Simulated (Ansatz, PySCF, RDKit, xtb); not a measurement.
# Which structure has the formula B2PNH+?

Task: start from the formula B2PNH+ (charge +1), draw up candidate structures, narrow them down in stages, and characterise the one that lies lowest at 298.15 K.

Plan: many cheap relaxations first (GFN2-xTB), then density-functional screening, relaxation at B3LYP-D3(BJ)/def2-SVP, vibrations and a final energy. The numbers are computed, not measured.

4 further runs of the same task are left out: 4 set aside as unsound or not needed.

### Step 1. Possible bonding patterns

All bonding patterns within simple valence rules are listed by program: one Lewis structure each, at most two rings and one unusual centre or charged pair. O–O, O–halogen and N–halogen bonds and N–N–N chains are not drawn. That gives 68 candidates.

c002 N#[P@]1[B+]B1; c045 [B+]=[P@]1=NB1; c072 N#[P@@]1[B+]B1; c090 [P-]=[N+]1[B+]B1; c109 B1=[P@]2=B[N@@H+]12; c138 [B+]=B[NH+]=[P-]; c162 [B][N@@H+]1B=P1; c180 [B+]=[B-]1N=[P@@H+]1; c194 [B+]1[B@@H-]2N=[P@@+]12; c198 B#[P@@]1B=[NH+]1; c199 B1=[P@+]2NB12; c205 B1=[P+]=NB1; c243 [B+]=[B-]1[NH+]=P1; c292 [B+]=[P@H+][B-]#N; c306 [B+]=[BH-][P+]#N; c343 B1B2N=[P@+]12; c380 [B+]=B[P@@H]#N; c432 B1=[P@+]2B[N@@]12; c453 B1B2N=[P@@+]12; c484 [B+]=[B-]1N=[P@H+]1; c503 [B+]1[B@@H-]2N=[P@+]12; c509 B1B2P=[N+]12; c512 [B+]=[P@@]1=NB1; c514 N=[p+]1bb1; c519 B1=[P@@+]2B[N@@]12; c520 [B+]=BN=P; c523 B1=[N+]2[P@H]B12; c530 B=[P@+]1B=N1; c532 B#[P@]1B=[NH+]1; c535 B1=[P+]=BN1; c536 B=[N+]1B=P1; c557 B=[P@@+]1B=N1; c558 B1=[P@]2=B[N@H+]12; c561 B#[P+]N=B; c610 B1=[P@+]2B[N@]12; c648 B1=NB=[P@H+]1; c657 B1=BP=[NH+]1; c661 [B+]=[N+]1[BH-]=P1; c681 [B]N[P+]#B (triplet); c682 [BH+]B1N=P1; and 28 more.

Candidates are built by distance geometry, with a force field where one applies, in up to four conformers (letters a to d). 10 starts with atoms placed at random are added, to find patterns that the rules miss.

### Step 2. First filter: tight binding

All 78 starts are relaxed the same way. One of them, c532a (enumerated, embedded by distance geometry and UFF), in full:

Input file start.xyz:

```xyz
5
c532a
B     -1.801676    -0.723901     0.240335
B      0.754478    -0.783198    -0.781483
N     -0.022986     1.279058     0.334427
P     -0.428853     0.310901    -1.051831
H      0.503911     1.516594     1.114009
```

The run is started by

```bash
$ xtb start.xyz --gfn 2 --opt --chrg 1
```

The program printed (excerpt; [...] marks lines left out):

```text
* xtb version 6.7.1
[...]
          :  # basis functions                  23          :
[...]
          :  # electrons                        16          :
[...]
          :  Hamiltonian                  GFN2-xTB          :
[...]
          :  net charge                          1          :
          :  unpaired electrons                  0          :
[...]
   *** convergence criteria satisfied after 35 iterations ***
[...]
   *** GEOMETRY OPTIMIZATION CONVERGED AFTER 27 ITERATIONS ***
[...]
   *** convergence criteria satisfied after 3 iterations ***
[...]
         ::                     SUMMARY                     ::
         :::::::::::::::::::::::::::::::::::::::::::::::::::::
         :: total energy              -7.831695428736 Eh    ::
         :: gradient norm              0.000402807157 Eh/a0 ::
         :: HOMO-LUMO gap              1.144636730872 eV    ::
         ::.................................................::
         :: SCC energy                -7.939359375496 Eh    ::
         :: -> isotropic ES            0.128455365667 Eh    ::
         :: -> anisotropic ES         -0.010289623448 Eh    ::
         :: -> anisotropic XC          0.000921936762 Eh    ::
         :: -> dispersion             -0.002403476896 Eh    ::
         :: repulsion energy           0.107663946761 Eh    ::
         :: add. restraining           0.000000000000 Eh    ::
         :: total charge               1.000000000000 e     ::
         :::::::::::::::::::::::::::::::::::::::::::::::::::::
[...]
         8        2.0000           -0.5929514             -16.1350 (HOMO)
         9                         -0.5508868             -14.9904 (LUMO)
[...]
     #   Z          covCN         q      C6AA      α(0)
     1   5          2.530     0.314    18.034     7.337
     2   5          1.950     0.221    36.999    12.794
     3   7          2.500    -0.294    27.626     7.806
     4  15          2.454     0.487   147.965    22.395
     5   1          0.861     0.272     0.802     1.403
[...]
     #   Z sym  total        # sym  WBO       # sym  WBO       # sym  WBO
 ---------------------------------------------------------------------------
     1   5      3.302 --     3      1.878     2      1.135     4      0.283
     2   5      3.101 --     4      1.850     1      1.135
     3   7      3.484 --     1      1.878     5      0.898     4      0.610
     4  15      2.746 --     2      1.850     3      0.610     1      0.283
     5   1      0.926 --     3      0.898
 ---------------------------------------------------------------------------
[...]
molecular dipole:
                 x           y           z       tot (Debye)
 q only:       -0.139       0.209      -1.148
   full:       -0.488      -0.473      -0.887       2.840
molecular quadrupole (traceless):
[...]
          | TOTAL ENERGY               -7.831695428736 Eh   |
          | GRADIENT NORM               0.000402807157 Eh/α |
          | HOMO-LUMO GAP               1.144636730872 eV   |
           -------------------------------------------------
[...]
```

Wall time 0.079 s (1 thread of Arm Neoverse V2, shared host).

### Step 3. What the search left

72 of the 78 relaxations converged; 45 ended on a minimum already found. 27 distinct structures remain, the lowest 22 here:

```csv
label,start,SMILES after,spin,energy (kcal/mol),note
c469,random and drawn,[BH][N][B][P] ‡,singlet,0.0,
c871a,drawn and random,B=B[N+]#P,singlet,13.5,bonds changed
c205a,drawn,B1B2P=[N+]12,singlet,27.6,bonds changed
c682a,drawn,[BH+]B1N=P1,singlet,41.8,
c711a,drawn,B#[N+]B=P,singlet,43.9,bonds changed
c661a,drawn and random,[B+]=[N+]1[BH-]=P1,singlet,44.3,
c509a,drawn and random,B1B2[N+]#P12,singlet,44.5,bonds changed
c647,random,[N]1[B]2[P][BH]12 ‡,singlet,46.9,
c535a,drawn,[NH]1[B]2[P][B]12 ‡,singlet,56.1,
c198a,drawn and random,[B]1[B]2[NH][P]12 ‡,singlet,56.9,bonds changed
c827a,drawn,[NH]1[B]2[P][B]12 ‡,triplet,58.0,bonds changed
c045a,drawn,B#[P+]N=B,singlet,60.9,bonds changed
c918a,drawn,B#[N+]P=B,singlet,67.1,
c922a,drawn,B#[P+]B=N,singlet,67.5,
c807a,drawn and random,B1=[N+]2[P@H]B12,singlet,68.0,bonds changed
c794a,drawn,[N]1[B]2[PH][B]12 ‡,singlet,68.4,bonds changed
c520a,drawn,[B+]=BN=P,singlet,69.1,
c923a,drawn,[B+]=[NH+][B-]#P,singlet,74.1,
c138a,drawn,[B+]=[B-]1[NH+]=P1,singlet,76.0,bonds changed
c820a,drawn,P=[N+]1B=B1,singlet,77.3,
c681a,drawn,[B]1[B]2[NH][P]12 ‡,triplet,79.6,bonds changed
c557a,drawn,B=B[P+]#N,singlet,92.7,bonds changed
```

‡ marks the bonded skeleton alone, with all bonds drawn single: no Lewis structure was assigned that passes a check against the bond lengths.

GFN2-xTB has no spin polarisation, so it can't rank spin states and is rough for open shells.

### Step 4. Single points on the low minima

A choice of the minima (the low ones first, few conformers of a pattern, up to a cap) and the lowest that fell apart get a single point at r2SCAN-D4/def2-SVP on the tight-binding geometry, and one at HF/STO-3G for comparison. The lowest singlets are also tried as triplets at the same geometry (label ending in t). The first, c469:

Input file input.yaml:

```yaml
crystal:
  periodic: [false, false, false]
  atoms:
    - {symbol: B, position_ang: [-0.000789, 0.106216, 0.608642]}
    - {symbol: B, position_ang: [-0.881175, 1.078830, -1.628350]}
    - {symbol: N, position_ang: [-0.446190, 0.600515, -0.524425]}
    - {symbol: P, position_ang: [0.598018, -0.547335, 2.139853]}
    - {symbol: H, position_ang: [-1.270144, 1.509515, -2.610510]}
basis:
  gaussian:
    orbitals: def2-SVP
total_charge: 1
hamiltonian:
  xc: {name: r2SCAN}
  dispersion: d4
scf:
  lower_state_search: "off"
```

The run is started by

```bash
$ ansatz run input.yaml --threads 1 --pin off --max-ram 2610MiB --events-out events.jsonl --progress --plain --runs-dir runs
```

The program printed (excerpt; [...] marks lines left out):

```text
Warning: RAYON_NUM_THREADS=1 ignored (pool sized by the plan → 1); use --threads N
Functional definition: r2SCAN
  name "r2SCAN"
[...]
745 factors; their error is unknown
[...]
mean field -12129.90787712 eV, -445.7658925371 hartree, gradient 1.9e-6 eV, S^2 0.000000; 0 other end points of the search recorded, 0 dependent functions left out
reference -12129.90788682 eV, -445.7658928938 hartree; 16, 16 occupied and 49, 49 virtual orbitals, 745 factors
Total energy: -12129.93046573 eV, -445.7667226534 hartree
Checks for a lower state left out: stability, starts, cluster_reference, orbital_swaps, neighbouring_geometries, increment
```

Run time: 9.6 s. Hardware: 1 thread of Arm Neoverse V2, shared host.

Relative energies in kcal/mol, each column from its lowest structure that stays in one piece:

```csv
label,SMILES,spin,GFN2-xTB,HF/STO-3G,r2SCAN-D4/def2-SVP
c469t,[BH][N][B][P] ‡,triplet,–,–,0.0
c469,[BH][N][B][P] ‡,singlet,0.0,0.0,30.5
c871at,B=B[N+]#P,triplet,–,–,39.9
c205a,B1B2P=[N+]12,singlet,27.6,62.5,60.4
c871a,B=B[N+]#P,singlet,13.5,58.3,60.8
c682a,[BH+]B1N=P1,singlet,41.8,69.0,69.4
c205at,B1B2P=[N+]12,triplet,–,–,78.8
```

‡ marks the bonded skeleton alone, with all bonds drawn single: no Lewis structure was assigned that passes a check against the bond lengths.

### Step 5. Third filter: density-functional geometries

3 candidates are relaxed at B3LYP-D3(BJ)/def2-SVP (chosen among the lowest in one piece, with other spins of them). The first, c469t:

Input file input.yaml:

```yaml
basis:
  gaussian: {orbitals: def2-SVP}
crystal:
  periodic: [false, false, false]
  atoms:
    - {symbol: B, position_ang: [-0.000789, 0.106216, 0.608642]}
    - {symbol: B, position_ang: [-0.881175, 1.078830, -1.628350]}
    - {symbol: "N", position_ang: [-0.446190, 0.600515, -0.524425]}
    - {symbol: P, position_ang: [0.598018, -0.547335, 2.139853]}
    - {symbol: H, position_ang: [-1.270144, 1.509515, -2.610510]}
total_charge: 1
magnetization: {spin_polarized: true, initial_magnetization: 2}
hamiltonian: {xc: {name: B3LYP}, dispersion: d3bj}
relax: {f_tol: 0.003}
```

The run is started by

```bash
$ ansatz run input.yaml --threads 1 --pin off --max-ram 2610MiB --events-out events.jsonl --progress --plain --runs-dir runs
```

The program printed (excerpt; [...] marks lines left out):

```text
Warning: RAYON_NUM_THREADS=1 ignored (pool sized by the plan → 1); use --threads N
[...]
Functional definition: B3LYP
  name "B3LYP"
[...]
714 factors; integrals over basis functions are off by at most 2.2e-4 eV
[...]
mean field -12134.49829359 eV, -445.9345872312 hartree, gradient 1.5e-5 eV, S^2 2.004696; 0 other end points of the search recorded, 0 dependent functions left out
[...]
reference -12134.49851948 eV, -445.9345955323 hartree; 17, 15 occupied and 48, 50 virtual orbitals, 714 factors
relax step   1: F+E_penalty+E_count = -12134.70186487 eV  Δ(F+E_penalty+E_count) = +0.000e0 eV  max|allowed force component| = 1.600e0 eV/Å  Δτ_max = 0.0000 Å  (31 SCF iters, accepted)
[...]
relax step   5: F+E_penalty+E_count = -12134.79328436 eV  Δ(F+E_penalty+E_count) = -4.135e-5 eV  max|allowed force component| = 3.325e-3 eV/Å  Δτ_max = 0.0007 Å  (23 SCF iters, accepted)
[...]
relax step   6: F+E_penalty+E_count = -12134.79328453 eV  Δ(F+E_penalty+E_count) = -1.682e-7 eV  max|allowed force component| = 1.053e-3 eV/Å  Δτ_max = 0.0002 Å  (23 SCF iters, accepted)
714 factors; integrals over basis functions are off by at most 2.7e-4 eV
[...]
mean field -12134.59296780 eV, -445.9380664443 hartree, gradient 1.2e-5 eV, S^2 2.004662; 1 other end points of the search recorded, 0 dependent functions left out
[...]
reference -12134.59319558 eV, -445.9380748150 hartree; 17, 15 occupied and 48, 50 virtual orbitals, 714 factors
Total energy: -12134.79351231 eV, -445.9454363190 hartree
Atom 0 at    -0.003685     0.113025     0.604980 Å, force    -0.000456     0.000410    -0.001021 eV/Å
Atom 1 at    -0.885663     1.084434    -1.637847 Å, force    -0.000147     0.000148    -0.000317 eV/Å
Atom 2 at    -0.448845     0.603362    -0.527016 Å, force     0.000468    -0.000510     0.001053 eV/Å
Atom 3 at     0.623922    -0.578396     2.201011 Å, force     0.000005     0.000057    -0.000032 eV/Å
Atom 4 at    -1.286009     1.525316    -2.655917 Å, force     0.000130    -0.000105     0.000317 eV/Å
Dipole moment:    -0.242324     0.266911    -0.616242 e Å
```

Run time: 15 s. Hardware: 1 thread of Arm Neoverse V2, shared host.

Energy change by step (eV): 0.0000, -0.0716, -0.0912, -0.0914, -0.0914, -0.0914.

After the run. Bond lengths: B1–N3 1.311 Å, B2–N3 1.287 Å, B1–P4 1.849 Å, B2–H5 1.179 Å. Angles: B1–N3–B2 180.0°, N3–B1–P4 180.0°, N3–B2–H5 180.0°.

### Step 6. Ranking at B3LYP-D3(BJ)/def2-SVP

```csv
label,spin,r2SCAN-D4/def2-SVP (kcal/mol),"B3LYP-D3(BJ)/def2-SVP, relaxed (kcal/mol)",time
c469t,triplet,0.0,0.0,15 s
c469,singlet,30.5,25.3,12 s
c871at,triplet,39.9,42.4,17 s
```

c469t: Bond lengths: B1–N3 1.311 Å, B2–N3 1.287 Å, B1–P4 1.849 Å, B2–H5 1.179 Å. Angles: B1–N3–B2 180.0°, N3–B1–P4 180.0°, N3–B2–H5 180.0°.

c469: Bond lengths: B1–N3 1.315 Å, B2–N3 1.287 Å, B1–P4 1.829 Å, B2–H5 1.179 Å. Angles: B1–N3–B2 180.0°, N3–B1–P4 180.0°, N3–B2–H5 180.0°.

c871at: Bond lengths: B1–B2 1.563 Å, B2–N3 1.326 Å, N3–P4 1.547 Å, B1–H5 1.184 Å. Angles: B1–B2–N3 180.0°, B2–N3–P4 180.0°, B2–B1–H5 180.0°.

### Step 7. Harmonic analysis of the finalists

The lowest few in one piece go on as finalists. Harmonic vibrations at B3LYP-D3(BJ)/def2-SVP test each finalist and give the zero-point energy and the thermal terms. The first, c469t:

Input file input.yaml:

```yaml
crystal:
  periodic: [false, false, false]
  atoms:
    - symbol: B
      position_ang: [0.000000, 0.000000, -1.167733]
    - symbol: B
      position_ang: [0.000000, 0.000000, 1.430688]
    - symbol: N
      position_ang: [0.000000, 0.000000, 0.143759]
    - symbol: P
      position_ang: [0.000000, 0.000000, -3.016860]
    - symbol: H
      position_ang: [0.000000, 0.000000, 2.610146]
basis:
  gaussian:
    orbitals: def2-SVP
total_charge: 1
magnetization:
  spin_polarized: true
  initial_magnetization: 2
hamiltonian:
  xc: {name: B3LYP}
  dispersion: d3bj
scf:
  lower_state_search: off
phonons: {}
```

The run is started by

```bash
$ ansatz run input.yaml --threads 1 --pin off --max-ram 2610MiB --events-out events.jsonl --progress --plain --runs-dir runs
```

The program printed (excerpt; [...] marks lines left out):

```text
Warning: RAYON_NUM_THREADS=1 ignored (pool sized by the plan → 1); use --threads N
[... 2 set-up lines as earlier in the session ...]
[...]
716 factors; integrals over basis functions are off by at most 3.0e-4 eV
[...]
mean field -12134.59296783 eV, -445.9380664452 hartree, gradient 4.4e-6 eV, S^2 2.004662; 0 other end points of the search recorded, 0 dependent functions left out
[...]
reference -12134.59319561 eV, -445.9380748159 hartree; 17, 15 occupied and 48, 50 virtual orbitals, 716 factors
[...]
716 factors; integrals over basis functions are off by at most 3.0e-4 eV
mean field -12134.59295714 eV, -445.9380660525 hartree, gradient 1.4e-6 eV, S^2 2.004662; 0 other end points of the search recorded, 0 dependent functions left out
[...]
reference -12134.59318492 eV, -445.9380744231 hartree; 17, 15 occupied and 48, 50 virtual orbitals, 716 factors
[...]
716 factors; integrals over basis functions are off by at most 3.0e-4 eV
[...]
reference -12134.59310064 eV, -445.9380713260 hartree; 17, 15 occupied and 48, 50 virtual orbitals, 716 factors
Total energy: -12134.79351236 eV, -445.9454363208 hartree
Atom 0 at     0.000000     0.000000    -1.167733 Å, force     0.000000     0.000000     0.001109 eV/Å
Atom 1 at     0.000000     0.000000     1.430688 Å, force    -0.000000    -0.000000     0.000382 eV/Å
Atom 2 at     0.000000     0.000000     0.143759 Å, force     0.000000    -0.000000    -0.001175 eV/Å
Atom 3 at     0.000000     0.000000    -3.016860 Å, force    -0.000000    -0.000000     0.000056 eV/Å
Atom 4 at     0.000000     0.000000     2.610146 Å, force     0.000000     0.000000    -0.000371 eV/Å
Dipole moment:     0.000000    -0.000000     0.713947 e Å
Vibrations: 146.91 146.91 378.07 378.07 508.22 767.08 767.08 1371.38 1980.43 2870.73 cm⁻¹, zero-point energy 0.577450 eV
Checks for a lower state left out: stability, starts, cluster_reference, orbital_swaps, neighbouring_geometries, increment
```

Wall time 39 s (1 thread of Arm Neoverse V2, shared host).

### Step 8. Zero-point energy and free-energy terms

At 298.15 K and 1 atm, ideal gas, rigid rotor and harmonic oscillator:

```csv
label,SMILES,spin,point group,lowest mode (cm⁻¹),zero-point (kcal/mol),G − E (kcal/mol)
c469t,[BH][N][B][P] ‡,triplet,C∞v,147,13.3,-3.1
c469,[BH][N][B][P] ‡,singlet,C∞v,142,13.3,-2.4
c871at,B=B[N+]#P,triplet,C∞v,159,12.6,-3.7
```

‡ marks the bonded skeleton alone, with all bonds drawn single: no Lewis structure was assigned that passes a check against the bond lengths.

### Step 9. The final energy

Single points at CCSD(T)/def2-TZVPP on the refined geometries decide the order.

c469t, CCSD(T)/def2-TZVPP:

Input file input.yaml:

```yaml
crystal:
  periodic: [false, false, false]
  atoms:
    - {symbol: B, position_ang: [0.000000, 0.000000, -1.167733]}
    - {symbol: B, position_ang: [0.000000, 0.000000, 1.430688]}
    - {symbol: N, position_ang: [0.000000, 0.000000, 0.143759]}
    - {symbol: P, position_ang: [0.000000, 0.000000, -3.016860]}
    - {symbol: H, position_ang: [0.000000, 0.000000, 2.610146]}
basis:
  gaussian: {orbitals: def2-TZVPP}
scf: {omitted_lower_state_checks: [cluster_reference]}
magnetization: {spin_polarized: true, initial_magnetization: 2}
total_charge: 1
correlation: {method: ccsd_t, frozen_orbitals: {H: 0, P: 5, "N": 1, B: 1}}
```

The run is started by

```bash
$ ansatz run input.yaml --threads 1 --pin off --max-ram 2610MiB --events-out events.jsonl --progress --plain --runs-dir runs
```

The program printed (excerpt; [...] marks lines left out):

```text
Warning: RAYON_NUM_THREADS=1 ignored (pool sized by the plan → 1); use --threads N
Functional definition: HF
  name "HF"
[...]
920 factors; integrals over basis functions are off by at most 1.2e-3 eV
[...]
mean field -12107.74569325 eV, -444.9514473021 hartree, gradient 2.6e-6 eV, S^2 2.026137; 0 other end points of the search recorded, 0 dependent functions left out
8 core orbitals not correlated: weight in the atoms' cores, before any rotation towards them, 1.000 or more for the frozen orbitals, at most 0.000 for the correlated occupied ones
reference -12107.74569325 eV, -444.9514473021 hartree; 9, 7 occupied and 132, 134 virtual orbitals, 920 factors
second order -11.63238878 eV of doubles, -0.00000000 eV of singles
cycle   1  -12.01522470 eV  change   -3.8e-1 eV  update   9.8e-2
[...]
cycle  12  -12.50659015 eV  change    1.8e-6 eV  update   4.8e-6
perturbative correction -0.64465104 eV, -0.0236904887 hartree
Total energy: -12120.89693444 eV, -445.4347465016 hartree
Checks for a lower state left out: cluster_reference
```

It took 18 s on 1 thread of Arm Neoverse V2, shared host; peak memory 1.1 GiB.

### Step 10. c469 at CCSD(T)/def2-TZVPP

Input file input.yaml:

```yaml
crystal:
  periodic: [false, false, false]
  atoms:
    - symbol: B
      position_ang: [0.000000, 0.000000, -1.174009]
    - symbol: B
      position_ang: [0.000000, 0.000000, 1.428453]
    - symbol: "N"
      position_ang: [0.000000, 0.000000, 0.140990]
    - symbol: P
      position_ang: [0.000000, 0.000000, -3.003142]
    - symbol: H
      position_ang: [0.000000, 0.000000, 2.607709]
basis:
  gaussian:
    orbitals: def2-TZVPP
total_charge: 1
correlation:
  method: ccsd_t
  frozen_orbitals: {H: 0, P: 5, "N": 1, B: 1}
```

The run is started by

```bash
$ ansatz run input.yaml --threads 1 --pin off --max-ram 2610MiB --events-out events.jsonl --progress --plain --runs-dir runs
```

The program printed (excerpt; [...] marks lines left out):

```text
Warning: RAYON_NUM_THREADS=1 ignored (pool sized by the plan → 1); use --threads N
[... 2 set-up lines as earlier in the session ...]
[...]
918 factors; integrals over basis functions are off by at most 1.3e-3 eV
[...]
mean field -12105.96846238 eV, -444.8861352722 hartree, gradient 7.6e-6 eV, S^2 0.000000; 2 other end points of the search recorded, 0 dependent functions left out; unrestricted orbitals would lower it
[...]
unrestricted determinant -12107.31370661 eV, -444.9355720860 hartree, S^2 1.0302
8 core orbitals not correlated: weight in the atoms' cores, before any rotation towards them, 1.000 or more for the frozen orbitals, at most 0.000 for the correlated occupied ones
reference -12105.96846238 eV, -444.8861352722 hartree; 8, 8 occupied and 133, 133 virtual orbitals, 918 factors
second order -12.21677635 eV of doubles, -0.00000000 eV of singles
cycle   1  -12.61365771 eV  change   -4.0e-1 eV  update   1.1e-1
[...]
cycle  15  -13.20312971 eV  change    2.2e-6 eV  update   5.2e-6
perturbative correction -0.71628337 eV, -0.0263229283 hartree
Total energy: -12119.88787546 eV, -445.3976642681 hartree
```

It took 9.6 s on 1 thread of Arm Neoverse V2, shared host; peak memory 0.57 GiB.

For c469 the log finds that unrestricted Hartree-Fock orbitals lie lower, a sign to watch the closed-shell reference there.

### Step 11. The ranking

Energies in kcal/mol from c469t; G adds the thermal terms to the CCSD(T)/def2-TZVPP energy. The columns left of the relaxed level are at the tight-binding geometries.

```csv
label,SMILES,spin,r2SCAN-D4/def2-SVP,B3LYP-D3(BJ)/def2-SVP,HF/def2-TZVPP,MP2/def2-TZVPP,CCSD(T)/def2-TZVPP,G,share at equilibrium,T1
c469t,[BH][N][B][P] ‡,triplet,0.0,0.0,0.0,0.0,0.0,0.0,100.0 %,0.021
c469,[BH][N][B][P] ‡,singlet,30.5,25.3,41.0,27.5,23.3,23.9,< 0.1 %,0.020
c871at,B=B[N+]#P,triplet,39.9,42.4,58.6,56.9,45.5,44.9,< 0.1 %,0.051
```

‡ marks the bonded skeleton alone, with all bonds drawn single: no Lewis structure was assigned that passes a check against the bond lengths.

Lowest found: c469t, `[BH][N][B][P]` ‡, a triplet of point group C∞v. Bond lengths: B1–N3 1.311 Å, B2–N3 1.287 Å, B1–P4 1.849 Å, B2–H5 1.179 Å. Angles: B1–N3–B2 180.0°, N3–B1–P4 180.0°, N3–B2–H5 180.0°.

```xyz
5

B     0.0000    0.0000   -1.1677
B     0.0000    0.0000    1.4307
N     0.0000    0.0000    0.1438
P     0.0000    0.0000   -3.0169
H     0.0000    0.0000    2.6101
```

‡ marks the bonded skeleton alone, with all bonds drawn single: no Lewis structure was assigned that passes a check against the bond lengths.

[end of part 1 of 2]
